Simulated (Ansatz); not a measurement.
# BClGaH3: functionals against CCSD(T) at one geometry

The task here is to estimate one member of a computed series from the others.

Program: Ansatz 0.2.0, Gaussian basis. Level of theory: single points in def2-TZVPP. These are calculated values, not measurements.

Cores are frozen in the correlated methods. Filled d shells of the heavier atoms are correlated.

## Where the work starts

SMILES `[BH2][GaH][Cl]`, 6 atoms, charge 0, spin multiplicity 1.

Atoms are counted from 1 here; the program's logs count them from 0.

Bond lengths: B1–Ga2 2.064 Å, B1–H4 1.071 Å, B1–H5 1.114 Å, Ga2–Cl3 2.212 Å, Ga2–H6 1.549 Å. Angles: Ga2–B1–H4 137.0°, Ga2–B1–H5 116.0°, H4–B1–H5 106.6°, B1–Ga2–Cl3 105.4°, B1–Ga2–H6 139.4°, Cl3–Ga2–H6 115.1°.

As a file:

```xyz
6
charge 0, multiplicity 1
B    -0.80150    0.21870   -0.68070
Ga    0.60990   -0.02040    0.80640
Cl    1.72920   -1.85040    0.26640
H    -1.81030   -0.09230   -0.86060
H    -0.53940    0.93630   -1.49150
H     1.01970    0.62620    2.15320
```

Set-up of the first run:

run/in.yaml reads:

```yaml
crystal:
  periodic: [false, false, false]
  atoms:
    - {symbol: B, position_ang: [-0.801500, 0.218700, -0.680700]}
    - {symbol: Ga, position_ang: [0.609900, -0.020400, 0.806400]}
    - {symbol: Cl, position_ang: [1.729200, -1.850400, 0.266400]}
    - {symbol: H, position_ang: [-1.810300, -0.092300, -0.860600]}
    - {symbol: H, position_ang: [-0.539400, 0.936300, -1.491500]}
    - {symbol: H, position_ang: [1.019700, 0.626200, 2.153200]}
basis:
  gaussian: {orbitals: def2-TZVPP}
correlation: {method: ccsd_t}
output: {forces: true}
```

The command line of these runs was not kept.

Steps of the session up to this table: CCSD(T)/def2-TZVPP; PBE0-D4/def2-TZVPP; wB97M-V/def2-TZVPP; r2SCAN-D4/def2-TZVPP; PBE-D4/def2-TZVPP; LC-wPBE/def2-TZVPP; BLYP-D4/def2-TZVPP.

One of the session's tables, all rows but one given; the rest of the session is left out.

| method | RMS force component (eV/Å) | angle to CCSD(T) forces (°) | dipole (D) |
| --- | --- | --- | --- |
| CCSD(T) | 1.409 | reference | 2.63 |
| PBE0-D4 | 1.432 | 2.3 | 2.67 |
| wB97M-V | ? | ? | ? |
| r2SCAN-D4 | 1.429 | 3.2 | 2.59 |
| PBE-D4 | 1.470 | 5.6 | 2.43 |
| LC-wPBE | 1.461 | 4.5 | 2.84 |
| BLYP-D4 | 1.376 | 7.5 | 2.43 |

Estimate the missing values for wB97M-V.

**Answer.** RMS force component (eV/Å): 1.358; angle to CCSD(T) forces (°): 1.8; dipole (D): 2.72. In the column «RMS force component (eV/Å)» it is the lowest.
